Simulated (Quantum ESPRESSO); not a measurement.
# BN (P6_3/mmc) in Quantum ESPRESSO: phonons with PBE

Aim: the phonons of BN with PBE.

Everything below comes from runs of Quantum ESPRESSO 7.5. Logs are shortened: lines on timing, memory, paths and dates and some standing lists are left out, and cuts for length are marked.

### 1 The structure

Symmetry: P6_3/mmc, No. 194, hexagonal system. The conventional cell has a = 2.504 Å, b = 2.504 Å, c = 6.660 Å, α = 90.00°, β = 90.00°, γ = 120.00°. Around B (site symmetry -6m2) lie 3 N at 1.45 Å. Around N (site symmetry -6m2) lie 3 B at 1.45 Å.

The cell was built by a generator and needn't be a form met in nature.

### 2 Phonons, PBE

pw.in

```
&CONTROL
  calculation = 'scf'
  prefix = 'pwscf'
  outdir = './tmp'
  pseudo_dir = './pseudo'
  tprnfor = .true.
  tstress = .true.
  disk_io = 'low'
/
&SYSTEM
  ibrav = 0
  celldm(1) = 8
  nat = 4
  ntyp = 2
  ecutwfc = 84
  nbnd = 14
  occupations = 'smearing'
  smearing = 'fd'
  degauss = 0.00367493
/
&ELECTRONS
  conv_thr = 8d-10
  electron_maxstep = 120
  mixing_beta = 0.5
/
ATOMIC_SPECIES
B     10.8100 B.upf
N     14.0070 N.upf
CELL_PARAMETERS alat
  0.5914842770079   0.0000000000000   0.0000000000000
 -0.2957421385039   0.5122404098335   0.0000000000000
  0.0000000000000   0.0000000000000   1.5731969987510
ATOMIC_POSITIONS crystal
B      0.3333333333    0.6666666667    0.2500000000
B      0.6666666667    0.3333333333    0.7500000000
N      0.3333333333    0.6666666667    0.7500000000
N      0.6666666667    0.3333333333    0.2500000000
K_POINTS automatic
12 12 4 0 0 0
```

scf2.in

```
&CONTROL
  calculation = 'scf'
  prefix = 'pwscf'
  outdir = './tmp'
  pseudo_dir = './pseudo'
  tprnfor = .true.
  tstress = .true.
  disk_io = 'low'
/
&SYSTEM
  ibrav = 0
  celldm(1) = 8
  nat = 4
  ntyp = 2
  ecutwfc = 84
  nbnd = 14
  occupations = 'fixed'
/
&ELECTRONS
  conv_thr = 1d-13
  electron_maxstep = 120
  mixing_beta = 0.5
  startingpot = 'file'
  startingwfc = 'file'
/
ATOMIC_SPECIES
B     10.8100 B.upf
N     14.0070 N.upf
CELL_PARAMETERS alat
  0.5914842770079   0.0000000000000   0.0000000000000
 -0.2957421385039   0.5122404098335   0.0000000000000
  0.0000000000000   0.0000000000000   1.5731969987510
ATOMIC_POSITIONS crystal
B      0.3333333333    0.6666666667    0.2500000000
B      0.6666666667    0.3333333333    0.7500000000
N      0.3333333333    0.6666666667    0.7500000000
N      0.6666666667    0.3333333333    0.2500000000
K_POINTS automatic
12 12 4 0 0 0
```

ph.in

```
phonons of BN
&INPUTPH
  prefix = 'pwscf'
  outdir = './tmp'
  tr2_ph = 1d-18
  fildyn = 'dyn'
  niter_ph = 90
  alpha_mix(1) = 0.7
  epsil = .true.
/
0.0000000000 0.0000000000 0.0000000000
```

dynmat.in

```
&INPUT
  fildyn = 'dyn'
  asr = 'crystal'
  lperm = .true.
  filout = 'dynmat.disp'
  fileig = 'dynmat.eig'
/
```

dynmat_lo.in

```
&INPUT
  fildyn = 'dyn'
  asr = 'crystal'
  filout = 'dynmat_lo.disp'
  fileig = 'dynmat_lo.eig'
  q(1) = 0
  q(2) = 0
  q(3) = 1
/
```

Potentials or basis: PseudoDojo 0.4.1 SR PBE standard.

Command:

```console
> OMP_NUM_THREADS=1 mpirun -n 4 pw.x -nk 4 -in pw.in > pw.out
> OMP_NUM_THREADS=1 mpirun -n 4 pw.x -nk 4 -in scf2.in > scf2.out
> OMP_NUM_THREADS=1 mpirun -n 4 ph.x -nk 4 -in ph.in > ph.out
> OMP_NUM_THREADS=1 mpirun -n 1 dynmat.x -in dynmat.in > dynmat.out
> OMP_NUM_THREADS=1 mpirun -n 1 dynmat.x -in dynmat_lo.in > dynmat_lo.out
```

pw.out:

```text
This program is part of the open-source Quantum ESPRESSO suite
     for quantum simulation of materials; please cite
[... 6 lines left out ...]
     using ibrav=0 with symmetry is DISCOURAGED, use correct ibrav instead

     K-points division:     npool     =       4
     Subspace diagonalization in iterative solution of the eigenvalue problem:
     a serial algorithm will be used

     G-vector sticks info
     --------------------
     sticks:   dense  smooth     PW     G-vecs:    dense   smooth      PW
     Sum         511     511    163                25387    25387    4235

     Using Slab Decomposition

     bravais-lattice index     =            0
     lattice parameter (alat)  =       8.0000  a.u.
     unit-cell volume          =     244.0451 (a.u.)^3
     number of atoms/cell      =            4
     number of atomic types    =            2
     number of electrons       =        16.00
     number of Kohn-Sham states=           14
     kinetic-energy cutoff     =      84.0000  Ry
     charge density cutoff     =     336.0000  Ry
     scf convergence threshold =      8.0E-10
     mixing beta               =       0.5000
     number of iterations used =            8  plain     mixing
     Exchange-correlation= PBE
                           (   1   4   3   4   0   0   0)

     celldm(1)=   8.000000  celldm(2)=   0.000000  celldm(3)=   0.000000
     celldm(4)=   0.000000  celldm(5)=   0.000000  celldm(6)=   0.000000

     crystal axes: (cart. coord. in units of alat)
               a(1) = (   0.591484   0.000000   0.000000 )
               a(2) = (  -0.295742   0.512240   0.000000 )
               a(3) = (   0.000000   0.000000   1.573197 )

     reciprocal axes: (cart. coord. in units 2 pi/alat)
               b(1) = (  1.690662  0.976104 -0.000000 )
               b(2) = (  0.000000  1.952208  0.000000 )
               b(3) = (  0.000000 -0.000000  0.635648 )

     PseudoPot. # 1 for B  read from file:
     B.upf
     Pseudo is Norm-conserving + core correction, Zval =  3.0
     Generated using ONCVPSP code by D. R. Hamann
     Using radial grid of 1534 points,  4 beta functions with:
                l(1) =   0
                l(2) =   0
                l(3) =   1
                l(4) =   1

     PseudoPot. # 2 for N  read from file:
     N.upf
     Pseudo is Norm-conserving + core correction, Zval =  5.0
     Generated using ONCVPSP code by D. R. Hamann
     Using radial grid of 1058 points,  4 beta functions with:
                l(1) =   0
                l(2) =   0
                l(3) =   1
                l(4) =   1

     atomic species   valence    mass     pseudopotential
     B                 3.00    10.81000     B ( 1.00)
     N                 5.00    14.00700     N ( 1.00)

     24 Sym. Ops., with inversion, found (12 have fractional translation)

   Cartesian axes

     site n.     atom                  positions (alat units)
         1        B      tau(   1) = (  -0.0000000   0.3414936   0.3932992  )
         2        B      tau(   2) = (   0.2957421   0.1707468   1.1798977  )
         3        N      tau(   3) = (  -0.0000000   0.3414936   1.1798977  )
         4        N      tau(   4) = (   0.2957421   0.1707468   0.3932992  )

     number of k points=    57  Fermi-Dirac smearing, width (Ry)=  0.0037
                       cart. coord. in units 2pi/alat
        k(    1) = (   0.0000000   0.0000000   0.0000000), wk =   0.0034722
        k(    2) = (   0.0000000   0.0000000   0.1589121), wk =   0.0069444
        k(    3) = (   0.0000000   0.0000000  -0.3178242), wk =   0.0034722
        k(    4) = (   0.0000000   0.1626840   0.0000000), wk =   0.0208333
        k(    5) = (   0.0000000   0.1626840   0.1589121), wk =   0.0416667
        k(    6) = (   0.0000000   0.1626840  -0.3178242), wk =   0.0208333
[... 49 lines left out ...]
        k(   56) = (   0.5635540   0.9761042   0.1589121), wk =   0.0138889
        k(   57) = (   0.5635540   0.9761042  -0.3178242), wk =   0.0069444

     Dense  grid:    25387 G-vectors     FFT dimensions: (  27,  27,  80)

     Initial potential from superposition of free atoms

     starting charge      15.9995, renormalised to      16.0000
     Starting wfcs are   16 randomized atomic wfcs

     Self-consistent Calculation

     iteration #  1     ecut=    84.00 Ry     beta= 0.50
     Davidson diagonalization with overlap
     ethr =  1.00E-02,  avg # of iterations =  5.8

     total energy              =     -53.47414932 Ry
     estimated scf accuracy    <       0.74740473 Ry

     iteration #  2     ecut=    84.00 Ry     beta= 0.50
     Davidson diagonalization with overlap
     ethr =  4.67E-03,  avg # of iterations =  2.1
[... 50 lines left out ...]
     total energy              =     -53.63043262 Ry
     estimated scf accuracy    <          1.0E-09 Ry

     iteration # 10     ecut=    84.00 Ry     beta= 0.50
     Davidson diagonalization with overlap
     ethr =  6.26E-12,  avg # of iterations =  3.9

     End of self-consistent calculation

          k = 0.0000 0.0000 0.0000 (  3121 PWs)   bands (ev):

   -13.0782 -12.7901  -1.4946   0.5948   3.3577   3.3577   3.3935   3.3935
     9.9761  14.9646  16.3429  16.3429  16.4639  16.4640

          k = 0.0000 0.0000 0.1589 (  3127 PWs)   bands (ev):

   -13.0382 -12.8346  -1.2394   0.2177   3.3629   3.3629   3.3882   3.3882
    10.6660  14.0858  16.3602  16.3602  16.4458  16.4458
[... 73 lines left out ...]
   -10.2610 -10.1615  -3.6150  -3.5586   0.6886   0.7325   2.7581   3.7076
     9.8848  10.7322  14.2643  14.8170  16.9299  18.8535

          k = 0.0000 0.8134-0.3178 (  3186 PWs)   bands (ev):

   -10.2116 -10.2116  -3.5896  -3.5896   0.7105   0.7105   3.2222   3.2222
    10.2191  10.2191  14.7004  14.7004  17.7928  17.7928

          k = 0.0000-0.9761 0.0000 (  3170 PWs)   bands (ev):

    -9.8785  -9.8091  -4.2062  -4.1437   0.5363   0.5992   3.2733   4.2648
     9.0139  10.3593  14.3010  14.7480  17.4264  18.4722

          k = 0.0000-0.9761 0.1589 (  3184 PWs)   bands (ev):

    -9.8682  -9.8191  -4.2001  -4.1559   0.5455   0.5900   3.4246   4.1323
     9.1020  10.0492  14.4734  14.7542  17.7789  18.4325

          k = 0.0000-0.9761-0.3178 (  3196 PWs)   bands (ev):

    -9.8435  -9.8435  -4.1811  -4.1811   0.5676   0.5676   3.7868   3.7868
     9.4718   9.4718  14.6992  14.6992  18.2900  18.2900

          k = 0.1409 0.2440 0.0000 (  3157 PWs)   bands (ev):

   -12.6739 -12.3994  -0.9374   1.0937   1.8904   1.9108   2.5835   2.6242
    10.6759  14.6402  16.2769  16.2847  16.4011  17.2650

          k = 0.1409 0.2440 0.1589 (  3149 PWs)   bands (ev):
[... 166 lines left out ...]
    -9.2600  -9.2600  -3.2598  -3.1494  -2.4518  -2.4518   4.6615   4.6615
     9.4726   9.4726  15.8775  18.0221  18.2517  18.2517

          k = 0.5636 0.9761-0.3178 (  3180 PWs)   bands (ev):

    -9.2598  -9.2598  -3.2051  -3.2051  -2.4551  -2.4551   4.7004   4.7004
     9.3694   9.3694  16.7748  16.7748  18.5963  18.5963

     the Fermi energy is     7.6551 ev

!    total energy              =     -53.63043262 Ry
     estimated scf accuracy    <          9.3E-11 Ry
     smearing contrib. (-TS)   =      -0.00000000 Ry
     internal energy E=F+TS    =     -53.63043262 Ry

     The total energy is F=E-TS. E is the sum of the following terms:
     one-electron contribution =     -16.16087508 Ry
     hartree contribution      =      16.48030136 Ry
     xc contribution           =     -17.34884713 Ry
     ewald contribution        =     -36.60101176 Ry

     convergence has been achieved in  10 iterations

     Forces acting on atoms (cartesian axes, Ry/au):

     atom    1 type  1   force =     0.00000000    0.00000000    0.00000000
     atom    2 type  1   force =     0.00000000   -0.00000000    0.00000000
     atom    3 type  2   force =    -0.00000000    0.00000000    0.00000000
     atom    4 type  2   force =     0.00000000   -0.00000000    0.00000000

     Total force =     0.000000     Total SCF correction =     0.000000

     Computing stress (Cartesian axis) and pressure

          total   stress  (Ry/bohr**3)                   (kbar)     P=       29.80
   0.00020847  -0.00000000  -0.00000000           30.67       -0.00       -0.00
  -0.00000000   0.00020847   0.00000000           -0.00       30.67        0.00
  -0.00000000   0.00000000   0.00019072           -0.00        0.00       28.06

=------------------------------------------------------------------------------=
   JOB DONE.
=------------------------------------------------------------------------------=
```

Run time: 3.5 min. Hardware: 4 MPI ranks of AMD EPYC 7R43 (Zen 3), shared host; peak memory 0.36 GiB.

What came out:

- Free energy: -729.6792 eV
- Pressure: 3.0 GPa
- Band gap on the k mesh: 4.31 eV, indirect (least direct gap 4.67 eV)
- Electronic dielectric tensor (diagonal): 4.69, 4.69, 2.66
- Born charges (mean of the diagonal): B +2.05; N -2.05 e
- Highest phonon frequency at Γ, LO-TO splitting left out: 1362 cm⁻¹
- Static dielectric tensor (diagonal): 6.44, 6.44, 3.11

Stress tensor (GPa, compression positive):
```
3.07 0.00 0.00
0.00 3.07 0.00
0.00 0.00 2.81
```

Phonon frequencies in cm⁻¹ (negative: imaginary):
| q point | frequencies |
| --- | --- |
| (0.000, 0.000, 0.000) | 3 4 4 45 45 121 752 804 1362 1362 1362 1362 |

Electronic dielectric tensor:
```
4.69 0.00 0.00
0.00 4.69 0.00
0.00 0.00 2.66
```

Born effective charge tensors (e):
atom 1, B
```
2.70 0.00 0.00
0.00 2.70 0.00
0.00 0.00 0.75
```
atom 2, B
```
2.70 0.00 0.00
0.00 2.70 0.00
0.00 0.00 0.75
```
atom 3, N
```
-2.70  0.00  0.00
 0.00 -2.70  0.00
 0.00  0.00 -0.75
```
atom 4, N
```
-2.70  0.00  0.00
 0.00 -2.70  0.00
 0.00  0.00 -0.75
```

Optical modes at Γ, degenerate ones joined, polar ones without the macroscopic field:
| cm⁻¹ | components | symmetry | active in | IR intensity, summed ((D/Å)²/amu) |
| --- | --- | --- | --- | --- |
| 45 | 2 | E2g | Raman | 0.00 |
| 121 | 1 | B1g | silent | 0.00 |
| 752 | 1 | A2u | IR | 4.24 |
| 804 | 1 | B1g | silent | 0.00 |
| 1362 | 2 | E2g | Raman | 0.00 |
| 1362 | 2 | E1u | IR | 110.45 |

Zone-centre frequencies without and with the macroscopic field along z (cm⁻¹):
|  | optical modes in rising order |
| --- | --- |
| without | 45 45 121 752 804 1362 1362 1362 1362 |
| with the field | 45 45 121 804 812 1362 1362 1362 1362 |

Static dielectric tensor, electrons and zone-centre modes:
```
6.44 0.00 0.00
0.00 6.44 0.00
0.00 0.00 3.11
```

Caveat: on a mesh that holds Γ this program's dielectric tensor can be off by some percent beyond the error of the mesh; this functional lacks dispersion, which binds the layers, so the pressure and a relaxed spacing across them are unreliable. A k mesh can miss the band edges.
